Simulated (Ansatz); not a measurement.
# wB97X/def2-SVP (core potential) run of CH2FI (fluoroiodomethane)

Aim: the electronic atomisation energy of CH2FI (fluoroiodomethane) at wB97X/def2-SVP (core potential), from 5 runs. 

The calculation is run with Ansatz 0.2.0.

46 further runs of the same task are left out: 1 that didn't finish, 45 set aside as unsound or not needed.

## (1) The molecule

CH2FI: 5 atoms, total charge 0, spin state singlet. SMILES: `FCI`. Geometry: relaxed at PBE0-D4/def2-TZVP.

Bond lengths: F1–C2 1.353 Å, C2–I3 2.142 Å, C2–H4 1.088 Å, C2–H5 1.088 Å. Angles: F1–C2–I3 111.0°, F1–C2–H4 109.9°, F1–C2–H5 109.9°, I3–C2–H4 106.6°, I3–C2–H5 106.6°, H4–C2–H5 112.7°.

## (2) A single-point energy at wB97X/def2-SVP (core potential)

job.yaml reads:

```yaml
crystal:
  periodic: [false, false, false]
  atoms:
    - {symbol: F, position_ang: [1.196300, 0.710900, -0.175500]}
    - {symbol: C, position_ang: [0.160600, -0.114100, 0.103400]}
    - {symbol: I, position_ang: [-1.632300, 0.547900, -0.864200]}
    - {symbol: H, position_ang: [0.368100, -1.112000, -0.277200]}
    - {symbol: H, position_ang: [-0.042700, -0.106200, 1.172200]}
basis:
  gaussian: {orbitals: def2-SVP}
magnetization: {spin_polarized: false, initial_magnetization: 0}
hamiltonian: {xc: {name: wB97X}}
accuracy: high
output: {orbitals: {seedname: orbitals}}
```

Command:

```bash
ansatz run job.yaml --threads 1 --pin off --max-ram 3480MiB --events-out events.jsonl --progress --plain --runs-dir runs
```

The program printed:

```text
Warning: RAYON_NUM_THREADS=1 ignored (pool sized by the plan → 1); use --threads N
Functional definition: wB97X
  name "wB97X"
  parameter omega = 0.3/bohr
  parameter cx = 0.157706
  parameter cx1 = 0.726479
  parameter cx2 = 1.04760
  parameter cx3 = -5.70635
  parameter cx4 = 13.2794
  parameter css1 = -4.33879
  parameter css2 = 18.2308
  parameter css3 = -31.7430
  parameter css4 = 17.2901
  parameter cos1 = 2.37031
  parameter cos2 = -11.3995
  parameter cos3 = 6.58405
  parameter cos4 = -3.78132
  exchange = spin_sum(e_x_unif_sr(omega)*poly(b97_u_x, 1 - cx, cx1, cx2, cx3, cx4)) + cx*exact_x_sr(omega)
      + exact_x_lr(omega)
  correlation = spin_sum(e_c_pw_same_spin*poly(b97_u_same, 1, css1, css2, css3, css4))
      + integral(e_c_pw_opposite_spin*poly(b97_u_opposite, 1, cos1, cos2, cos3, cos4))
1500 factors; integrals over basis functions are off by at most 3.2e-9 eV
263 factors; integrals over basis functions are off by at most 2.4e-9 eV
mean field evaluation 1: about -11883.3895 eV, gradient 2.0e1 eV
mean field evaluation 2: about -11883.5765 eV, gradient 2.0e1 eV
mean field evaluation 4: about -11884.1335 eV, gradient 3.2e-1 eV
mean field evaluation 8: about -11884.2200 eV, gradient 5.9e-2 eV
mean field evaluation 16: about -11884.2200 eV, gradient 3.7e-5 eV
mean field -11884.21998897 eV, -436.7370291809 hartree, gradient 8.5e-8 eV, S^2 0.000000; 0 other end points of the search recorded, 0 dependent functions left out
reference -11884.21998703 eV, -436.7370291098 hartree; 21, 21 occupied and 43, 43 virtual orbitals, 1500 factors
Total energy: -11884.21998703 eV, -436.7370291098 hartree
```

Run time: 18 s. Hardware: 1 thread of Arm Neoverse V1, shared host; peak memory 0.34 GiB.

## (3) The C atom

in.yaml reads:

```yaml
crystal:
  periodic: [false, false, false]
  atoms:
    - {symbol: C, position_ang: [0.000000, 0.000000, 0.000000]}
basis:
  gaussian:
    orbitals: def2-SVP
hamiltonian:
  xc: {name: wB97X}
magnetization:
  spin_polarized: true
  initial_magnetization: 2
accuracy: high
```

Run the same way, it converges to -37.80174 Eh (log not shown).

## (4) The F atom

in.yaml reads:

```yaml
crystal:
  periodic: [false, false, false]
  atoms:
    - {symbol: F, position_ang: [0.000000, 0.000000, 0.000000]}
basis:
  gaussian:
    orbitals: def2-SVP
magnetization:
  spin_polarized: true
  initial_magnetization: 1
accuracy: high
hamiltonian:
  xc: {name: wB97X}
```

Command:

```bash
ansatz run in.yaml --threads 1 --pin off --max-ram 3480MiB --events-out events.jsonl --progress --plain --runs-dir runs
```

The program printed (excerpt; [...] marks lines left out):

```text
Warning: RAYON_NUM_THREADS=1 ignored (pool sized by the plan → 1); use --threads N
Functional definition: wB97X
  name "wB97X"
[...]
      + exact_x_lr(omega)
[...]
      + integral(e_c_pw_opposite_spin*poly(b97_u_opposite, 1, cos1, cos2, cos3, cos4))
95 factors; integrals over basis functions are off by at most 1.3e-9 eV
51 factors; integrals over basis functions are off by at most 4.2e-10 eV
[...]
mean field -2710.76667218 eV, -99.6188377789 hartree, gradient 1.5e-8 eV, S^2 0.751191; 0 other end points of the search recorded, 0 dependent functions left out
reference -2710.76667182 eV, -99.6188377657 hartree; 5, 4 occupied and 9, 10 virtual orbitals, 95 factors
Total energy: -2710.76667182 eV, -99.6188377657 hartree
```

It took 1.4 s on 1 thread of Arm Neoverse V1, shared host; peak memory 0.13 GiB.

## (5) The H atom

job.yaml reads:

```yaml
crystal:
  periodic: [false, false, false]
  atoms:
    - {symbol: H, position_ang: [0.000000, 0.000000, 0.000000]}
basis:
  gaussian: {orbitals: def2-SVP}
magnetization: {spin_polarized: true, initial_magnetization: 1}
hamiltonian: {xc: {name: wB97X}}
accuracy: high
```

Run the same way, it converges to -0.50060 Eh (log not shown).

## (6) The I atom, same level

molecule.yaml reads:

```yaml
crystal:
  periodic: [false, false, false]
  atoms:
    - {symbol: I, position_ang: [0.000000, 0.000000, 0.000000]}
basis:
  gaussian: {orbitals: def2-SVP}
magnetization: {spin_polarized: true, initial_magnetization: 1}
hamiltonian: {xc: {name: wB97X}}
accuracy: high
```

Run the same way, it converges to -297.71992 Eh (log not shown).

## (7) Results

Level: wB97X/def2-SVP (core potential).

```
                     quantity          value
       molecule: total energy  -436.73703 Eh
        molecule: HOMO energy       -9.75 eV
        molecule: LUMO energy        1.32 eV
      molecule: HOMO–LUMO gap       11.07 eV
         C atom: total energy   -37.80174 Eh
                 C atom: ⟨S²⟩          2.005
         F atom: total energy   -99.61884 Eh
                 F atom: ⟨S²⟩          0.751
         H atom: total energy    -0.50060 Eh
                 H atom: ⟨S²⟩          0.750
         I atom: total energy  -297.71992 Eh
                 I atom: ⟨S²⟩          0.752
electronic atomisation energy      16.200 eV
```

In words: Taking the molecule apart into free atoms costs 16.20 eV (374 kcal/mol), before zero-point energy and without spin-orbit coupling.
